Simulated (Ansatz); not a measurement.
A nudged elastic band was laid between two geometries of a periodic cell of 17 atoms, Si$_{16}$Au (host Si, host structure diamond, interstitial Au).

Level of theory: DFT LDA, scalar-relativistic, plane waves, PAW (Ansatz 0.2.0). Settings: PAW set soft_1, cutoff 420 eV, k mesh 2x2x2, gaussian smearing 0.05 eV, spin collinear.

* movable images: 5
* climbing image: yes
* spring: 1.0 eV/Å²
* optimiser: quadratic models (default)
* start path: straight line
* force threshold: 0.05 eV/Å
* iteration limit: 60
* end points: relaxed

Initial state:

```xyz
17
Lattice="0.0000 5.4300 5.4300 5.4300 0.0000 5.4300 5.4300 5.4300 0.0000" Properties=species:S:1:pos:R:3
Si -0.104 -0.135 0.106
Si 1.460 1.252 1.492
Si 2.846 2.815 0.106
Si 3.881 4.260 1.551
Si 2.905 -0.193 2.527
Si 3.940 1.252 3.972
Si 5.326 2.816 2.586
Si 6.890 4.202 3.972
Si 0.067 2.644 2.737
Si 1.288 4.051 4.144
Si 2.538 5.603 2.894
Si 4.091 6.853 4.144
Si 2.695 2.644 5.364
Si 4.248 3.894 6.614
Si 5.497 5.446 5.364
Si 6.718 6.853 6.771
Au 6.108 2.033 4.754
```

Final state:

```xyz
17
Lattice="0.0000 5.4300 5.4300 5.4300 0.0000 5.4300 5.4300 5.4300 0.0000" Properties=species:S:1:pos:R:3
Si 0.069 -0.020 0.070
Si 1.461 1.224 1.462
Si 2.847 2.610 -0.102
Si 4.092 4.003 1.290
Si 2.906 0.189 2.907
Si 4.249 1.532 4.250
Si 5.499 2.782 2.697
Si 6.891 4.174 3.942
Si -0.103 2.610 2.848
Si 1.289 4.003 4.093
Si 2.539 5.252 2.540
Si 3.882 6.596 3.883
Si 2.696 2.782 5.500
Si 3.941 4.174 6.892
Si 5.327 5.561 5.328
Si 6.719 6.805 6.720
Au 6.109 3.392 6.110
```

Q: Which bonds break or form, and what moves?

A: Contacts lost: Si1–Au17, Si6–Au17, Si7–Au17. Contacts made: Si9–Au17, Si14–Au17, Si15–Au17. The atom that moves furthest is Au17, by 1.92 Å; four of its nearest neighbours are Si7 2.43, Si3 2.43, Si1 2.43, Si2 2.43 Å at the first end and Si2 2.43, Si9 2.43, Si3 2.43, Si14 2.43 Å at the last.

Q: Give the energies along the band, and the barrier.

A: The run converged. The highest image is number 3 of 0 to 6, 0.38 eV above the ends, which have the same energy within 2 meV. By the program's own check the climbing image is of a kind that is not told: the force calls were inconclusive, a negative curvature could not be distinguished from the path's own, the only one lies far off the path, or fixed occupations may fill a level only in part (lowest curvatures found: -0.65 and 0.01 eV/Å²). Limits of this set-up: coarse k mesh, PAW files made for another functional, a small cell, in which the defect meets its images.

| image | path coordinate (Å) | energy (eV) | Si1–Au17 (Å) | Si6–Au17 (Å) | Si7–Au17 (Å) |
| --- | --- | --- | --- | --- | --- |
| 0 | 0.00 | 0.00 | 2.43 | 2.43 | 2.43 |
| 1 | 0.47 | 0.08 | 2.49 | 2.42 | 2.44 |
| 2 | 0.93 | 0.28 | 2.67 | 2.42 | 2.48 |
| 3 | 1.40 | 0.38 | 2.98 | 2.49 | 2.58 |
| 4 | 1.87 | 0.28 | 3.16 | 2.68 | 2.91 |
| 5 | 2.34 | 0.08 | 3.35 | 2.94 | 3.23 |
| 6 | 2.80 | 0.00 | 3.52 | 3.22 | 3.52 |

Q: What is the geometry of the highest image?

A: 
```xyz
17
Lattice="0.0000 5.4300 5.4300 5.4300 0.0000 5.4300 5.4300 5.4300 0.0000" Properties=species:S:1:pos:R:3
Si -0.066 -0.062 0.095
Si 1.344 1.302 1.411
Si 2.820 2.730 -0.014
Si 4.023 4.053 1.460
Si 2.981 0.173 2.541
Si 4.092 1.387 4.149
Si 5.540 2.808 2.692
Si 7.098 4.285 3.863
Si -0.064 2.620 2.774
Si 1.237 3.973 4.171
Si 2.610 5.328 2.819
Si 4.025 6.688 4.091
Si 2.629 2.648 5.495
Si 4.091 3.995 6.757
Si 5.538 5.453 5.340
Si 6.764 6.715 6.861
Au 5.741 2.883 5.260
```

Run time: 10 min on 2 threads of Arm Neoverse V1 (shared host), peak memory 1.5 GiB.
